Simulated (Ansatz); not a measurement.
# CH4FNSSi: up Jacob's ladder to CCSD(T)

How much do the methods differ for CH4FNSSi? The plan is to run it at one geometry with functionals of several rungs and with coupled cluster, and see how far each lands from CCSD(T) at the basis-set limit for the atomisation energy.

Method: functionals in def2-TZVPP, the program's frozen cores in correlated methods; program: Ansatz 0.2.0, Gaussian basis.

Plan: PBE-D4, r2SCAN-D4, PBE0-D4, B3LYP-D4, ωB97X-V, ωB97M-V, B2PLYP; CCSD(T)/def2-TZVPP; MP2/def2-QZVPP; extrapolation to the limit.

## 1. The geometry

All runs share one geometry, relaxed beforehand with PBE0-D4 in a triple-zeta def2 set.

SMILES `N[Si]1(F)CS1`, 9 atoms, charge 0, spin multiplicity 1.

Atoms are counted from 1 here; the program's logs count them from 0.

Bond lengths: N1–Si2 1.680 Å, N1–H6 1.004 Å, N1–H7 1.005 Å, Si2–F3 1.589 Å, Si2–C4 1.818 Å, Si2–S5 2.058 Å, C4–S5 1.913 Å, C4–H8 1.086 Å, C4–H9 1.086 Å. Angles: Si2–N1–H6 122.9°, Si2–N1–H7 122.9°, H6–N1–H7 114.3°, N1–Si2–F3 105.9°, N1–Si2–C4 127.8°, N1–Si2–S5 121.1°, F3–Si2–C4 116.0°, F3–Si2–S5 121.9°, C4–Si2–S5 58.8°, Si2–C4–S5 66.9°, Si2–C4–H8 121.8°, Si2–C4–H9 121.0°, S5–C4–H8 111.7°, S5–C4–H9 111.6°, H8–C4–H9 113.1°, Si2–S5–C4 54.3°.

## 2. PBE-D4 (GGA)

The input, in.yaml:

```yaml
crystal:
  periodic: [false, false, false]
  atoms:
    - {symbol: N, position_ang: [0.311248, 0.415199, 1.600201]}
    - {symbol: Si, position_ang: [0.315857, -0.399121, 0.130599]}
    - {symbol: F, position_ang: [1.742815, -1.089756, 0.018650]}
    - {symbol: C, position_ang: [-0.441629, 0.126458, -1.436056]}
    - {symbol: S, position_ang: [-1.388134, -1.303167, -0.587615]}
    - {symbol: H, position_ang: [-0.532600, 0.713826, 2.055005]}
    - {symbol: H, position_ang: [1.152734, 0.646649, 2.098321]}
    - {symbol: H, position_ang: [-1.048634, 1.024301, -1.505808]}
    - {symbol: H, position_ang: [-0.023157, -0.180688, -2.390398]}
basis:
  gaussian: {orbitals: def2-TZVPP}
hamiltonian: {xc: pbe, dispersion: d4}
output: {forces: true, orbitals: {seedname: orbitals}}
```

Started as:

```sh
$ ansatz run in.yaml --threads 4 --pin off --events-out ev --progress --plain --max-ram 10444MiB
```

The runs that follow: r2SCAN-D4 (meta-GGA); PBE0-D4 (hybrid); B3LYP-D4 (hybrid); ωB97X-V (range-separated); ωB97M-V (range-separated); B2PLYP (double hybrid); CCSD(T) in def2-TZVPP; MP2 in def2-QZVPP.

**Question.** What will the summary of the whole plan be? Wanted: atomisation energy, CCSD(T)/CBS; farthest; mean size of error, hybrid; mean size of error, range-separated; gap, smallest and largest; T1 diagnostic; triples share of the correlation energy.

The runs gave:

| quantity | value |
| --- | --- |
| atomisation energy, CCSD(T)/CBS | 35.404 eV |
| functionals within 0.177 eV (0.5 %) | r2SCAN-D4, PBE0-D4, ωB97X-V, ωB97M-V |
| farthest | PBE-D4 (+0.741 eV) |
| mean size of error, hybrid | 0.115 eV |
| mean size of error, range-separated | 0.162 eV |
| gap, smallest and largest | 4.95 eV (PBE-D4), 11.62 eV (ωB97X-V) |
| T1 diagnostic | 0.0114 |
| triples share of the correlation energy | 3.9 % |

In words: PBE-D4 is off by +0.741 eV. Double hybrids carry the basis error of their MP2 part in triple zeta, and no dispersion term here, so their miss is partly the set-up's. Misses under about 0.177 eV are within the doubt on the reference itself, which lacks core-valence correlation, relativity and higher excitations. Hartree-Fock recovers 70 % of the binding; the rest is correlation. The gap grows from 5.0 to 11.6 eV across the functionals, mostly with the share of exact exchange.
